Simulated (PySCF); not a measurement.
**AsO₂H: structure of the singlet**

Aim: relax AsO₂H as a singlet from a T-shaped (ligand arrangement 1) start, check by its vibrations whether the end is a minimum, and collect its spectrum and constants.

Method: PBE0, basis As def2-TZVP, O def2-TZVP, H def2-TZVP, no relativity, density fitting; program: PySCF 2.14.0.

**1. Where the work starts**

4 atoms, charge 0, spin multiplicity 1.

Bond lengths: As1–O2 1.710 Å, As1–O3 1.710 Å, As1–H4 1.530 Å. Angles: O2–As1–O3 176.0°, O2–As1–H4 88.0°, O3–As1–H4 88.0°.

```xyz
4
charge 0 multiplicity 1
As    0.0000    0.0000    0.0000
O     1.7090    0.0000    0.0597
O    -1.7090    0.0000    0.0597
H     0.0000    0.0000    1.5300
```

**2. The SCF at the typed geometry**

The steps below are one call of a driver around PySCF. For each, scf.py gives the equivalent set-up of the SCF; relaxations use the driver's own optimiser. After this first run the driver tries any further starts and a stability analysis.

Input file scf.py:

```python
from pyscf import gto, scf, dft
mol = gto.M(atom='''
As     0.000000     0.000000     0.000000
O      1.709000     0.000000     0.059700
O     -1.709000     0.000000     0.059700
H      0.000000     0.000000     1.530000''',
    basis={'As': 'def2-TZVP', 'O': 'def2-TZVP', 'H': 'def2-TZVP'},
    charge=0, spin=0)
mf = dft.RKS(mol, xc='PBE0')
mf.grids.atom_grid = (50, 194)
aux = {'As': 'def2-universal-JKFIT', 'O': 'def2-universal-JKFIT', 'H': 'def2-universal-JKFIT'}
mf = mf.density_fit(auxbasis=aux)
mf.conv_tol = 1e-08
mf.diis_space = 10
mf.max_cycle = 60
mf.init_guess = 'minao'
mf.verbose = 4
mf.kernel()
```

Started as:

```console
> OMP_NUM_THREADS=4 python axn.py task.json out
```

Further steps of the session: Relaxation: T-shaped (ligand arrangement 1) start, singlet; Frequencies.

What does the calculation give? Wanted: minimum; geometry; wavenumbers; dipole moment; highest occupied, lowest empty level; polar-tensor charge of As1; zero-point energy; atomisation energy.

As calculated:

```
                                 quantity                                                               value
                                  minimum                                                        singlet, C2v
                                 geometry  As–H 1.517 Å, As–O 1.604 Å (×2); H–As–O 113.7° (×2), O–As–O 132.6°
                       wavenumbers (cm⁻¹)        317 (a1), 449 (b1), 825 (b2), 987 (a1), 1094 (b2), 2218 (a1)
                            dipole moment                                                              3.09 D
     highest occupied, lowest empty level                                                     -9.38, -2.91 eV
               polar-tensor charge of As1                                                             +1.34 e
                        zero-point energy                                                         35.2 kJ/mol
                      entropy at 298.15 K                                                     266.6 J/(mol K)
atomisation energy (no zero-point energy)                                                         1087 kJ/mol
```

**Reading.** The T-shaped (ligand arrangement 1) start keeps its C2v symmetry and ends in a minimum. The strongest infrared band lies at 1094 cm⁻¹ (b2, stretch). Other starts or spin states, not run here, may lie lower.
